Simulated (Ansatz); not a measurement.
# CH₆F₂SiSn: a ladder of functionals and wavefunction methods

The task here is to estimate one member of a computed series from the others.

The runs use Ansatz 0.2.0, Gaussian basis; functionals in def2-TZVPP, the program's frozen cores in correlated methods.

The runs, in order: PBE-D4, r2SCAN-D4, PBE0-D4, B3LYP-D4, ωB97X-V, ωB97M-V, B2PLYP; CCSD(T)/def2-TZVPP; MP2/def2-QZVPP; extrapolation to the limit.

**The geometry**

An earlier PBE0-D4 in a triple-zeta def2 set relaxation fixed the geometry. Sn takes the def2 core potential; no spin-orbit term is included.

SMILES `C[Si](F)(F)[SnH3]`, 11 atoms, charge 0, spin multiplicity 1.

Atoms are counted from 1 here; the program's logs count them from 0.

Bond lengths: C1–Si2 1.847 Å, C1–H6 1.093 Å, C1–H7 1.093 Å, C1–H8 1.093 Å, Si2–F3 1.598 Å, Si2–F4 1.598 Å, Si2–Sn5 2.569 Å, Sn5–H9 1.707 Å, Sn5–H10 1.704 Å, Sn5–H11 1.707 Å. Angles: Si2–C1–H6 110.6°, Si2–C1–H7 110.1°, Si2–C1–H8 110.6°, H6–C1–H7 108.5°, H6–C1–H8 108.4°, H7–C1–H8 108.5°, C1–Si2–F3 108.6°, C1–Si2–F4 108.6°, C1–Si2–Sn5 116.6°, F3–Si2–F4 105.9°, F3–Si2–Sn5 108.3°, F4–Si2–Sn5 108.4°, Si2–Sn5–H9 110.2°, Si2–Sn5–H10 111.1°, Si2–Sn5–H11 110.2°, H9–Sn5–H10 108.6°, H9–Sn5–H11 107.9°, H10–Sn5–H11 108.6°.

Set-up of the first run:

The input, in.yaml:

```yaml
crystal:
  periodic: [false, false, false]
  atoms:
    - {symbol: C, position_ang: [-0.599682, -1.365743, 1.099793]}
    - {symbol: Si, position_ang: [0.717087, -0.444044, 0.189621]}
    - {symbol: F, position_ang: [1.827143, 0.025738, 1.238277]}
    - {symbol: F, position_ang: [1.452999, -1.456193, -0.803648]}
    - {symbol: Sn, position_ang: [-0.039456, 1.607401, -1.159495]}
    - {symbol: H, position_ang: [-1.094603, -0.714973, 1.824482]}
    - {symbol: H, position_ang: [-0.163875, -2.213428, 1.635632]}
    - {symbol: H, position_ang: [-1.353988, -1.744780, 0.406267]}
    - {symbol: H, position_ang: [-0.769803, 2.755634, -0.128410]}
    - {symbol: H, position_ang: [1.279593, 2.344442, -1.947150]}
    - {symbol: H, position_ang: [-1.189916, 1.148945, -2.334771]}
basis:
  gaussian: {orbitals: def2-TZVPP}
hamiltonian: {xc: pbe, dispersion: d4}
output: {forces: true, orbitals: {seedname: orbitals}}
```

The run is started by

```console
ansatz run in.yaml --threads 2 --pin off --events-out ev --progress --plain --max-ram 22528MiB --backend cpu
```

Steps of the session up to this table: PBE-D4 (GGA); r2SCAN-D4 (meta-GGA); PBE0-D4 (hybrid); B3LYP-D4 (hybrid); ωB97X-V (range-separated); ωB97M-V (range-separated); B2PLYP (double hybrid); CCSD(T) in def2-TZVPP; MP2 in def2-QZVPP.

One table of the session follows, with a row left open; its other results are not shown here.

```
            method  atomisation energy (kcal/mol)
            PBE-D4                          904.3
         r2SCAN-D4                          902.2
           PBE0-D4                          892.6
          B3LYP-D4                          896.7
           ωB97X-V                              ?
           ωB97M-V                          902.3
            B2PLYP                          888.8
     HF/def2-TZVPP                          673.5
    MP2/def2-TZVPP                          891.1
   CCSD/def2-TZVPP                          872.6
CCSD(T)/def2-TZVPP                          883.7
           MP2/CBS                          915.2
       CCSD(T)/CBS                          907.7
```

**Question.** Estimate the row for ωB97X-V.

**Answer.** atomisation energy (kcal/mol): 907.1. In the column «atomisation energy (kcal/mol)» it lies between PBE-D4 (904.3) and CCSD(T)/CBS (907.7).

Some runs used a GPU and others CPU threads alone; cost is compared among the CPU runs only.

Among the levels timed on like hardware, those that no quicker one beats, quickest first: PBE-D4 (4.3 s, -3.4 kcal/mol); ωB97X-V (13 s, -0.6 kcal/mol).

Caveats from the session: Free atoms (1 C, 1 Si, 2 F, 1 Sn, 6 H) were run apart at each level; the atomisation energy is their sum less the molecule, without zero-point or spin-orbit terms. All levels share the lack of spin-orbit coupling, which lowers the free heavy atoms and so the true binding.
